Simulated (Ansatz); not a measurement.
**V2N3: properties at the relaxed cell**

The task here is to estimate one member of a computed series from the others.

Program: Ansatz 0.2.0. Level of theory: DFT r2SCAN, scalar-relativistic, plane waves, PAW. These are calculated values, not measurements.

2 further runs of the same task are left out: 2 set aside as unsound or not needed.

## The system as given

The structure is trigonal, space group P-3m1 (No. 164). Conventional cell: a = 2.806 Å, b = 2.806 Å, c = 6.218 Å, α = 90.00°, β = 90.00°, γ = 120.00°. Around V (site symmetry 3m) lie 6 N at 2.01 to 2.05 Å. N (site symmetry -3m) has 6 V at 2.05 Å as nearest neighbours. N (site symmetry 3m) has 1 N at 1.34 Å as nearest neighbours.

Structure file:

```
CELL_PARAMETERS angstrom
2.80614 0.00000 0.00000
-1.40307 2.43019 0.00000
0.00000 0.00000 6.21796
ATOMIC_POSITIONS crystal
V 0.66667 0.33333 0.29910
V 0.33333 0.66667 0.70090
N 0.00000 0.00000 0.50000
N 0.00000 0.00000 0.10788
N 0.00000 0.00000 0.89212
```

It goes back to an entry of the Materials Project, which need not be the stable form.

This cell was relaxed beforehand with the same method: volume 8.48 Å³/atom, gap on the mesh none (metal), site moments up to 0.4 μB.

The first run:

input.yaml

```yaml
crystal:
  lattice:
    - [2.7777934416, 0.0, 0.0]
    - [-1.3888967208, 2.4056396869, 0.0]
    - [0.0, 0.0, 6.1551511049]
  atoms:
    - { symbol: V, position: [0.6666666667, 0.3333333333, 0.2990993856], spin: 0.42 }
    - { symbol: V, position: [0.3333333333, 0.6666666667, 0.7009006144], spin: 0.42 }
    - { symbol: "N", position: [0.0, 0.0, 0.5] }
    - { symbol: "N", position: [0.0, 0.0, 0.1078822908] }
    - { symbol: "N", position: [0.0, 0.0, 0.8921177092] }
basis:
  ecutwfc: 500
kpoints:
  mp_grid: { grid: [12, 12, 6] }
hamiltonian:
  xc: r2scan
scf:
  occupations: { method: gaussian, width: 0.1 }
output:
  forces: true
  stress: true
  eigenvalues: true
  populations: true
  write_density: true
  write_potential: true
  elf: true
  volumetric_format: npy
magnetization:
  spin_polarized: true
relax:
  adjacent_minimum: "off"
  f_tol: 0.01
  max_steps: 30
  cell: { stress_tol: 0.1, fix: [volume] }
```

On the command line:

```sh
> ansatz run input.yaml --threads 1 --pin off --max-ram 2560MiB --backend cpu --events-out ev --progress --plain --runs-dir out
```

Steps of the session up to this table: The cell scaled to 0.97 of its volume; Point at V/V0 = 1.03; Volume × 0.94; Point at V/V0 = 1.06; Volume × 0.91; Volume × 1.10; Volume × 0.88.

One table of the session follows, with a row left open; its other results are not shown here.

It belongs to the step «Energy against volume». 

```
volume (Å³/atom)  energy above the lowest point (meV/atom)  pressure (GPa)  largest moment (μB)
           7.463                                     140.3           50.27                 0.00
           7.717                                      73.8           34.06                 0.00
           7.972                                      31.1           20.23                 0.00
           8.226                                       7.9            9.94                 0.35
           8.481                                       0.0            0.01                 0.38
           8.735                                       6.9           -8.56                 0.40
           8.989                                         ?               ?                    ?
           9.329                                      69.0          -23.95                 0.43
```

Estimate the missing values for volume (Å³/atom) = 8.989.

Worked estimate for «energy above the lowest point (meV/atom)». A straight line through the neighbours (8.735, 6.9) and (9.329, 69.0) gives 6.9 + (69.0 − 6.9) × (8.989 − 8.735) / (9.329 − 8.735) = 33.5; a parabola fitted to 3 rows on both sides gives 25.6.

**Answer.** energy above the lowest point (meV/atom): 26.5; pressure (GPa): -15.88; largest moment (μB): 0.41. In «energy above the lowest point (meV/atom)» the line misses by +7.0 and the parabola by -0.9.

Caveats from the session: The magnetic state reached may not be the lowest one. Warnings in the runs' records: seeded moment not kept.
